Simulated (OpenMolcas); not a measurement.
# Al⁺: CASSCF and CASPT2 terms and fine-structure levels

Wanted: the level scheme of Al⁺ from active-space wave functions, then second-order correlation.

Method: state-averaged CASSCF and CASPT2, spin-orbit coupling by RASSI with atomic mean-field integrals. Code: OpenMolcas 26.06.

### Step 1. Starting point

```
Species                           : Al⁺ (aluminium, Z = 13, 12 electrons)
Basis                             : ANO-R3 [6s5p4d2f1g], 64 functions
Scalar Hamiltonian                : X2C, finite nucleus
Inactive shells                   : 1s 2s 2p
Active space                      : 2 electrons in 4 orbitals (3s 3p)
Some configurations of this space : 3p2, 3s 3p, 3s2
Orbitals                          : optimised for each spin and parity, averaged over the low roots
```

Outer shells as boxes (Hund's rule):

3p2
```
3p [↑ ][↑ ][  ]
```

3s 3p
```
3s [↑ ]
3p [↑ ][  ][  ]
```

3s2
```
3s [↑↓]
```

Each step is its own input file, run in one work folder so that later steps find the files of earlier ones. Labels, J, g values, rates, χT and fits are worked out afterwards by a script from the matrices that RASSI stores.

### Step 2. One- and two-electron integrals

File a.inp:

```
&GATEWAY
Coord
1

Al 0.0 0.0 0.0
Basis=ANO-R3
Group=XYZ
NoMove
AngMom=0.0 0.0 0.0
AMFI
&SEWARD
```

### Step 3. Reference wave functions, triplets of even parity, 3 roots

File a.inp:

```
&RASSCF
FileOrb=start.orb
Symmetry=1
Spin=3
nActEl=2 0 0
Inactive=2 3
Ras2=1 3
CIRoot=3 3 1
SDav=3
CIMx=300
Iter=120 100
PrWF=0.3
OrbListing=Nothing
MaxOrb=0
Atom
>>> COPY $Project.JobIph JOB001
```

start.orb holds the contracted functions of the basis, ordered by shell, or the orbitals of the step before.

### Step 4. Reference wave functions, singlets of even parity, 7 roots

File a.inp:

```
&RASSCF
FileOrb=start.orb
Symmetry=1
Spin=1
nActEl=2 0 0
Inactive=2 3
Ras2=1 3
CIRoot=7 7 1
SDav=7
CIMx=300
Iter=120 100
PrWF=0.3
OrbListing=Nothing
MaxOrb=0
Atom
>>> COPY $Project.JobIph JOB002
```

### Step 5. Reference wave functions, triplets of odd parity, 3 roots

File a.inp:

```
&RASSCF
FileOrb=start.orb
Symmetry=2
Spin=3
nActEl=2 0 0
Inactive=2 3
Ras2=1 3
CIRoot=3 3 1
SDav=3
CIMx=300
Iter=120 100
PrWF=0.3
OrbListing=Nothing
MaxOrb=0
Atom
>>> COPY $Project.JobIph JOB003
```

### Step 6. CASSCF: singlets of odd parity, 3 roots

Edit a.inp of step 5 so:

```diff
@@ -3,3 +3,3 @@
 Symmetry=2
-Spin=3
+Spin=1
 nActEl=2 0 0
@@ -15,2 +15,2 @@
 Atom
->>> COPY $Project.JobIph JOB003
+>>> COPY $Project.JobIph JOB004
```

### Step 7. State interaction with spin-orbit coupling

File a.inp:

```
&RASSI
NrOfJobIphs=4 3 7 3 3
1 2 3
1 2 3 4 5 6 7
1 2 3
1 2 3
IphNames
JOB001
JOB002
JOB003
JOB004
EJob
SpinOrbit
DIPRint=1.0
SOCoupling=1000.0
Subsets=2
MEES
Property=10
'ANGMOM' 1 'ANGMOM' 2 'ANGMOM' 3 'MLTPL  1' 1 'MLTPL  1' 2 'MLTPL  1' 3
'AMFI' 1 'AMFI' 2 'AMFI' 3 'MLTPL  2' 6
SOProperty=3
'ANGMOM' 1 'ANGMOM' 2 'ANGMOM' 3
```

### Step 8. CASPT2: IPEA 0.25, imaginary shift 0.1 (closed shells correlated: 2s 2p)

File a.inp:

```
>>> COPY JOB001 $Project.JobIph
&CASPT2
Multistate=3 1 2 3
Frozen=1 0
IPEA=0.25
Imaginary=0.1
MaxIter=60
WThr=0.0 0.3 0.05
PrWF=0.5
NoMix
>>> COPY JOB002 $Project.JobIph
&CASPT2
Multistate=7 1 2 3 4 5 6 7
Frozen=1 0
IPEA=0.25
Imaginary=0.1
MaxIter=60
WThr=0.0 0.3 0.05
PrWF=0.5
NoMix
>>> COPY JOB003 $Project.JobIph
&CASPT2
Multistate=3 1 2 3
Frozen=1 0
IPEA=0.25
Imaginary=0.1
MaxIter=60
WThr=0.0 0.3 0.05
PrWF=0.5
NoMix
>>> COPY JOB004 $Project.JobIph
&CASPT2
Multistate=3 1 2 3
Frozen=1 0
IPEA=0.25
Imaginary=0.1
MaxIter=60
WThr=0.0 0.3 0.05
PrWF=0.5
NoMix
```

(Steps that only read results are left out.)

Q: Predict the outcome of this session. Wanted: lowest level; first excited level; strongest of the lines computed, by gA, at CASSCF energies.

The runs gave:

```
                                                  quantity                                                                        value
                                                    method  SS-CASPT2, IPEA 0.25, imaginary shift 0.1 (closed shells correlated: 2s 2p)
                                              lowest level                                                  3s2 1S0, 100 % of that term
                               ground level listed by NIST                                                                          1S0
                                       first excited level                                                    3s 3p 3P* 0 at 37150 cm-1
strongest of the lines computed, by gA, at CASSCF energies                              3p2 3P2 → 3s 3p 3P* 2, 175 nm, A = 1.18e+09 s⁻¹
```

Cost and accuracy by method:

| method | time of its own steps | time with the reference | mean absolute difference from the measured levels (cm-1) |
| --- | --- | --- | --- |
| A. CASSCF | 12 s | 12 s | 4400 |
| B. SS-CASPT2, IPEA 0.25, imaginary shift 0.1, +2s 2p | 2.6 s | 15 s | 1400 |

Times are of one thread on a shared host.

In words: Method B lies closest to the measured levels (1400 cm⁻¹ on average) and A farthest (4400). Only the configurations of the active space and the roots asked for are present. No d shell is active. Levels of other configurations are missing from the list.
